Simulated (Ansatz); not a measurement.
This script makes the interaction energy of a dimer with the counterpoise correction of BFH3N, SMILES NBF with the Ansatz DFT code, driven from Python.

`bfh3n.py`:
```python
# -*- coding: utf-8 -*-
"""Interaction energy of two BFH3N molecules, with the counterpoise correction."""

from dataclasses import dataclass

import ansatz as az


@dataclass(frozen=True)
class Options:
    basis_set: str = "cc-pVDZ"
    method: str = "mp2"


cfg = Options()

FIRST = [
    ("N", (-0.6786, 0.2052, -0.4558)),
    ("B", (0.3654, -0.0857, 0.5305)),
    ("F", (0.1563, 0.231, 1.916)),
    ("H", (-0.9133, -0.6322, -0.9464)),
    ("H", (-0.2987, 0.8628, -1.2098)),
    ("H", (1.3689, -0.5809, 0.1655)),
]
SECOND = [
    ("N", (-1.2756, 1.1674, 3.6273)),
    ("B", (-0.9879, 0.7189, 4.9923)),
    ("F", (-0.0633, -0.3572, 5.2176)),
    ("H", (-1.0882, 2.1454, 3.5536)),
    ("H", (-2.3222, 1.0765, 3.4236)),
    ("H", (-1.5254, 1.2559, 5.8913)),
]

def energy(atoms, ghosts=()):
    molecule = az.Crystal.molecule()
    for symbol, xyz in atoms:
        molecule = molecule.atom(symbol, xyz)
    calc = (
        molecule.calculation()
        .basis(gaussian=cfg.basis_set)
        .correlation(cfg.method)
    )
    deck = calc.input()
    if ghosts:
        deck = deck.set(az.key.basis.gaussian.ghost_atoms, [{"symbol": s, "position_ang": list(xyz)} for s, xyz in ghosts])
    return az.Session.from_dict(deck).plan().execute().report["free_energy_ev"]

# monomers in their own basis and in the basis of the dimer
both = energy(FIRST + SECOND)
alone = energy(FIRST) + energy(SECOND)
ghosted = energy(FIRST, SECOND) + energy(SECOND, FIRST)
print(f"dimer {both:.6f} eV")
print(f"interaction, uncorrected   {(both - alone):8.3f} eV")
print(f"interaction, counterpoise  {(both - ghosted):8.3f} eV")
print(f"basis-set superposition    {(alone - ghosted):8.3f} eV")
```

How large is the interaction at this pose, and how much of it is basis-set superposition?

Uncorrected it is 0.318 eV, with the counterpoise correction 0.452 eV; the difference, 0.13 eV, is the superposition error. In this basis both values are repulsive.

The output:

```console
$ python bfh3n.py
dimer -9840.940216 eV
interaction, uncorrected      0.318 eV
interaction, counterpoise     0.452 eV
basis-set superposition       0.134 eV
```

Caveats:
- Total energies depend on the basis set; only differences at equal settings carry meaning.
- The dimer is a generated trial pose of unrelaxed monomers, not a minimum, so the figure is no binding energy, and the basis set is small.
- Hardware and time: 6.4 s on 1 thread of Intel(R) Xeon(R) Platinum 8488C (Sapphire Rapids), with other jobs on the host, peak memory 0.24 GiB.

(A comment or docstring line of the script was reworded after the run, the code is as it ran; lines on the test bed's own set-up are left out of the output.)
